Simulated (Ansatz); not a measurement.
# Pt: the cost of one run

Program: Ansatz 0.2.0. Level of theory: DFT r2SCAN, scalar-relativistic, plane waves, PAW. These are calculated values, not measurements.

## 1. The system as given

It takes space group Im-3m (No. 229, cubic). Conventional cell: a = 3.168 Å, b = 3.168 Å, c = 3.168 Å, α = 90.00°, β = 90.00°, γ = 90.00°. Pt (site symmetry m-3m) has 8 Pt at 2.74 Å in its first shell of neighbours.

As a file:

```cif
data_structure
_symmetry_space_group_name_H-M 'P 1'
_symmetry_Int_Tables_number 1
_cell_length_a 2.7439
_cell_length_b 2.7439
_cell_length_c 2.7439
_cell_angle_alpha 109.471
_cell_angle_beta 109.471
_cell_angle_gamma 109.471
_cell_volume 15.90
loop_
_atom_site_label
_atom_site_type_symbol
_atom_site_fract_x
_atom_site_fract_y
_atom_site_fract_z
_atom_site_occupancy
Pt1 Pt 0.00000 0.00000 0.00000 1
```

It goes back to an entry of the Materials Project, which need not be the stable form.

No relaxation comes first: the listed cell is the starting point.

## 2. The reference cell

The reference gives a free energy of -12536.6900 eV, pressure -6.49 GPa, largest force 0.000 eV/Å and gap on the mesh none (metal). It was computed beforehand with the settings of the runs below.

## 3. The scan: a trigonal deformation path

At fixed volume and fractional coordinates, lengths along (0.577, 0.577, 0.577) are scaled against those across it; ρ is that ratio over its starting value.

## 4. ρ = 0.500

Input file input.yaml:

```yaml
crystal:
  lattice:
    - [-2.3286574799, 1.6633267714, 1.6633267714]
    - [1.6633267714, -2.3286574799, 1.6633267714]
    - [1.6633267714, 1.6633267714, -2.3286574799]
  atoms:
    - { symbol: Pt, position: [0.0, 0.0, 0.0] }
basis:
  ecutwfc: 500
kpoints:
  mp_grid: { grid: [24, 24, 24] }
hamiltonian:
  xc: r2scan
scf:
  occupations: { method: gaussian, width: 0.15 }
output:
  forces: true
  stress: true
  eigenvalues: true
```

Launch:

```console
$ ansatz run input.yaml --threads 1 --pin off --max-ram 2560MiB --backend cpu --events-out ev --progress --plain --runs-dir out
```

What time and memory should one allow on 1 thread of Arm Neoverse V2, shared host?

About 36 s, with a peak of 0.63 GiB.
